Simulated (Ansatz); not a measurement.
The system is CuO2.

```
Cu O
1.0
     1.41261   -5.21075    0.00000
     1.41261    5.21075    0.00000
     0.00000    0.00000    4.34342
Cu O
2 4
Direct
  0.16725 0.83275 0.75000
  0.83275 0.16725 0.25000
  0.78897 0.21103 0.75000
  0.21103 0.78897 0.25000
  0.55149 0.44851 0.75000
  0.44851 0.55149 0.25000
```

The cell comes from a database or a generator and needn't be the stable form of this composition.

Base run:

- Program: Ansatz 0.2.0
- Functional: LDA
- Potentials or basis: Ansatz PAW
- Cutoff: 420 eV (not typed: the program's choice for these potentials)
- k mesh: 10 × 10 × 6
- Occupations: fermi-dirac, width 0.05 eV
- Spin: no spin polarisation

Its results: band gap on the k mesh none (metal or under the smearing width); pressure -14.9 GPa; largest force 0.791 eV/Å.

Task: The run is repeated on the same cell with these changes: functional from LDA to PBE. What comes out?

Result: Band gap on the k mesh none (metal or under the smearing width); pressure -1.7 GPa; largest force 0.249 eV/Å.

PBE binds less tightly than LDA, so the same cell stands under more pressure.

Caveats: the run has no spin polarisation, though such a crystal can be magnetic; semilocal functionals often make such compounds metallic where correlation or magnetic order opens a gap, which also shifts bond lengths; the PAW data sets come from PBE, with cores solved anew for the run's functional, which leaves a small shift of forces and pressure (some runs).
